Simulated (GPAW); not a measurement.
**RuAu in GPAW: the effect of potentials**

Crystal: RuAu.

```xyz
2
Lattice="3.1648 0.0000 0.0000 0.0000 3.1648 0.0000 0.0000 0.0000 3.1648" Properties=species:S:1:pos:R:3 pbc="T T T"
Ru    0.0000    0.0000    0.0000
Au    1.5824    1.5824    1.5824
```

The cell was built by a generator and needn't be a form met in nature.

Alike in all runs:

| Quantity | Value |
| --- | --- |
| Program | GPAW 26.7.0 |
| Task | band structure |
| Functional | PBE |
| Cutoff | 600 eV |
| Basis | pw |
| k mesh | 8 × 8 × 8 |
| Occupations | fermi-dirac, width 0.05 eV |
| Spin | no spin polarisation |

```csv
potentials,pressure (GPa)
GPAW stock,2.0
"GPAW stock, other valence",4.6
PAW data sets made by gpaw-setup for the functional,2.0
JTH PAW 2.0,?
```

Q: What does the run with potentials JTH PAW 2.0 give?

A: Pressure 0.4 GPa.

Caveats: with this Au data set, volumes or pressures lay over 1.5 % or 2 GPa off other programs in two to four cells of ten (some runs); the program truncates these outside data sets (some runs).

The runs don't all hold the same shells in valence.
